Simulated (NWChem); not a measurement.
# InCl (SMILES [Cl][In]) at 6 levels

Aim: a comparison of 6 runs (HF/STO-3G, r2SCAN/def2-TZVPPD, PBE/def2-SVP, PBE0/def2-SVP, B3LYP/def2-TZVPPD, PBE/def2-TZVPPD) of InCl. 

Program for the calculation: NWChem 7.3.0.

4 further runs of the same task are left out: 1 that didn't finish, 3 set aside as unsound or not needed.

## (1) The structure to begin with

InCl: 2 atoms, total charge 0, spin state singlet. SMILES: `[Cl][In]`. The coordinates come from a PBE0-D4/def2-TZVP relaxation.

Bond lengths: Cl1–In2 2.414 Å.

## (2) Energy and gradient at HF/STO-3G (run 1)

clin.xyz reads:

```xyz
2
InCl
Cl     0.000000     0.000000    -0.013930
In     0.000000     0.000000     2.399590
```

clin.nw reads:

```
start clin
title "InCl"
memory total 2200 mb

geometry noautosym nocenter noautoz
   load format xyz clin.xyz
end

basis spherical bse
   Cl library STO-3G
   In library STO-3G
end

scf
   singlet
   rhf
   thresh 1e-08
   maxiter 80
end

task scf gradient
```

Run with:

```
$ nwchem clin.nw > clin.out
```

What it wrote:

```text
[...]
  functions       =    36
[...]
  wavefunction    = RHF
[...]
         Total SCF energy =  -6137.518983941710
      One-electron energy =  -8868.738983086487
      Two-electron energy =   2548.580266133761
 Nuclear repulsion energy =    182.639733011017
        Time for solution =      3.8s
[...]
                         RHF ENERGY GRADIENTS
    atom               coordinates                        gradient
                 x          y          z           x          y          z
   1 Cl      0.000000   0.000000  -0.026324    0.000000  -0.000000  -0.025290
   2 In      0.000000   0.000000   4.534568   -0.000000   0.000000   0.025290
[...]
```

Wall time 6.6 s (1 thread of Intel Xeon Platinum 8259CL at 2.50GHz (Skylake/Cascade Lake), shared host); peak memory 0.1 GiB.

## (3) Energy and gradient at r2SCAN/def2-TZVPPD (core potential) (run 2)

mol.nw reads:

```
start mol
title "ClIn r2SCAN"
memory total 2200 mb
charge 0

geometry units angstrom noautosym nocenter noautoz
   Cl     0.000000     0.000000    -0.013930
   In     0.000000     0.000000     2.399590
end

basis spherical bse
   * library def2-TZVPPD
end

ecp bse
   In library def2-TZVPPD
end

dft
   xc r2scan
   mult 1
   grid fine
   convergence energy 1e-08
   maxiter 100
   mulliken
   print low
end

task dft gradient
```

Run with:

```
$ nwchem mol.nw > mol.out
```

What it wrote:

```text
[...]
 d= 0,ls=0.0,diis     1   -650.4208775648 -7.29D+02  1.74D-02  6.30D-01     5.4
[...]
 d= 0,ls=0.0,diis    10   -650.4708771320 -2.12D-10  5.23D-07  2.96D-09    36.6
         Total DFT energy =     -650.470877132015
      One electron energy =    -1127.530560799221
           Coulomb energy =      443.828606861447
    Exchange-Corr. energy =      -45.043094484678
 Nuclear repulsion energy =       78.274171290436
[...]
      Total Density - Mulliken Population Analysis
     ---------------------------------------------
    Atom       Charge   Shell Charges
 -----------   ------   -------------------------------------------------------
    1 Cl  17    17.54   2.01  0.44  1.52  1.11  0.88  0.03  4.19  1.67  1.11  2.84  1.66  0.06  0.00  0.00  0.01  0.01  0.00
    2 In  21    20.46   0.42 -0.87  1.66  0.80  1.25  0.64  0.01 -0.41  6.39  0.26  0.24  0.01  8.82  1.13  0.08 -0.01  0.00  0.02
[...]
                         DFT ENERGY GRADIENTS
    atom               coordinates                        gradient
                 x          y          z           x          y          z
   1 Cl      0.000000   0.000000  -0.026324    0.000000   0.000000   0.000207
   2 In      0.000000   0.000000   4.534568   -0.000000  -0.000000  -0.000207
 Task  times  cpu:       54.0s     wall:       54.0s
 Total times  cpu:       54.0s     wall:       54.0s
```

Wall time 55 s (1 thread of Intel Xeon Platinum 8259CL at 2.50GHz (Skylake/Cascade Lake), shared host); peak memory 0.13 GiB.

Runs 3 to 5 aren't shown in full; the table further down has their settings and results.

## (4) Energy and gradient at PBE/def2-TZVPPD (core potential) (run 6)

run.py reads:

```python
from ase import Atoms
from ase.calculators.nwchem import NWChem

atoms = Atoms(['Cl', 'In'], positions=[
    [0.000000, -0.000000, -0.013930],
    [-0.000000, 0.000000, 2.399590],
])

calc = NWChem(
    label='clin',
    theory='dft',
    memory='2200 mb',
    basis='def2-TZVPPD',
    basispar='spherical bse',
    dft={'xc': 'xpbe96 cpbe96', 'mult': '1', 'grid': 'fine', 'convergence': 'energy 1e-08', 'iterations': '100', 'mulliken': None},
    **{'ecp bse': {'In library': 'def2-TZVPPD'}},
)
atoms.calc = calc

forces = atoms.get_forces()
print(f"energy = {atoms.get_potential_energy():.6f} eV")
print("forces (eV/A):")
for s, f in zip(atoms.symbols, forces):
    print(f"{s:2s} {f[0]:10.5f} {f[1]:10.5f} {f[2]:10.5f}")
print("dipole (e A):", atoms.get_dipole_moment().round(4))
```

Run with:

```
$ export ASE_NWCHEM_COMMAND="nwchem PREFIX.nwi > PREFIX.nwo"
$ python run.py
```

What it wrote:

```text
energy = -17694.186711 eV
forces (eV/A):
Cl    0.00000    0.00000   -0.24348
In   -0.00000   -0.00000    0.24348
dipole (e A): [0.     0.     0.7127]
```

The calculator wrote clin.nwi:

```
title "clin"

permanent_dir clin

scratch_dir clin

start clin

geometry units angstrom nocenter noautosym noautoz
  Cl 0.0000000000000000e+00 -0.0000000000000000e+00 -1.3930000000000000e-02
  In -0.0000000000000000e+00 0.0000000000000000e+00 2.3995899999999999e+00
end

memory 2200 mb

basis spherical bse noprint
   * library def2-TZVPPD
end

dft
  xc xpbe96 cpbe96
  mult 1
  grid fine
  convergence energy 1e-08
  iterations 100
  mulliken
end
ecp bse
  In library def2-TZVPPD
end

task dft gradient
```

clin.nwo:

```text
Northwest Computational Chemistry Package (NWChem) 7.3.0
             --------------------------------------------------------

           Job information
           ---------------

    nwchem branch   = 7.3.0
    use scalapack   = T
    input           = clin.nwi
    prefix          = clin.
    data base       = clin/clin.db
    status          = startup
    nproc           =        1

           Memory information
           ------------------

    heap     =     72089598 doubles =      550.0 Mbytes
    stack    =     72089595 doubles =      550.0 Mbytes
    global   =    144179200 doubles =     1100.0 Mbytes (distinct from heap & stack)
    total    =    288358393 doubles =     2200.0 Mbytes
    verify   = yes
    hardfail = no

[... 78 lines left out ...]
  convergence criterion.
[... 36 lines left out ...]
          Spatial weights used:  Erf1
[... 72 lines left out ...]
         Total DFT energy =     -650.249373373909
[... 3 lines left out ...]
 Nuclear repulsion energy =       78.274171290436
[... 851 lines left out ...]
          Convergence on gradient requested:  5.00D-04
[... 23 lines left out ...]
          total energy or number of iterations.
[... 18 lines left out ...]
                            NWChem DFT Gradient Module
                            --------------------------

                                       clin

  charge          =   0.00
  wavefunction    = closed shell

                         DFT ENERGY GRADIENTS

    atom               coordinates                        gradient
                 x          y          z           x          y          z
   1 Cl      0.000000   0.000000  -0.026324   -0.000000  -0.000000   0.004735
   2 In      0.000000   0.000000   4.534568    0.000000   0.000000  -0.004735

                 ----------------------------------------
                 |  Time  |  1-e(secs)   |  2-e(secs)   |
                 ----------------------------------------
                 |  CPU   |       0.04   |      14.71   |
                 ----------------------------------------
                 |  WALL  |       0.04   |      14.71   |
                 ----------------------------------------

 Task  times  cpu:       50.5s     wall:       50.5s
 Total times  cpu:       50.6s     wall:       50.6s
```

It took 52 s on 1 thread of Intel Xeon Platinum 8259CL at 2.50GHz (Skylake/Cascade Lake), shared host; peak memory 0.13 GiB.

## (5) The series

```
run                                level  iteration cap  module   energy (Eh)  dipole moment (D)  HOMO energy (eV)  LUMO energy (eV)  wall time
  1                            HF/STO-3G             80     scf  -6137.518984               3.76             -5.43              5.37      6.6 s
  2  r2SCAN/def2-TZVPPD (core potential)            100     dft   -650.470877                  –                 –                 –       55 s
  3        PBE/def2-SVP (core potential)            100     dft   -650.079796               2.79             -6.15             -2.31       13 s
  4       PBE0/def2-SVP (core potential)            100     dft   -650.113889               3.08             -7.12             -1.68       11 s
  5   B3LYP/def2-TZVPPD (core potential)            100     dft   -650.519621               3.59             -7.18             -2.09       50 s
  6     PBE/def2-TZVPPD (core potential)            100     dft   -650.249373               3.42             -6.36             -2.48       52 s
```

## (6) Summary of results

```
                       quantity          value
            run 6: total energy  -650.24937 Eh
           run 6: dipole moment         3.42 D
             run 6: HOMO energy       -6.36 eV
             run 6: LUMO energy       -2.48 eV
           run 6: HOMO–LUMO gap        3.88 eV
run 6: largest force on an atom     0.243 eV/Å
```

**Reading.** Over runs 1, 3, 4, 5, 6 the dipole moment (its size) runs from 2.79 D (PBE/def2-SVP) to 3.76 D (HF/STO-3G). The two ends differ in method and basis and core potential. Over runs 1, 3, 4, 5, 6 the HOMO–LUMO gap runs from 3.84 eV (PBE/def2-SVP) to 10.80 eV (HF/STO-3G). Totals of different functionals can't be ranked against each other. Some runs of one species differ in core potentials or relativity; totals across that change don't compare. In run 1 the basis is minimal, so the values are rough. In run 1 relativity is left out where basis or elements ask for it. All runs together took 3.1 min, the longest 55 s.
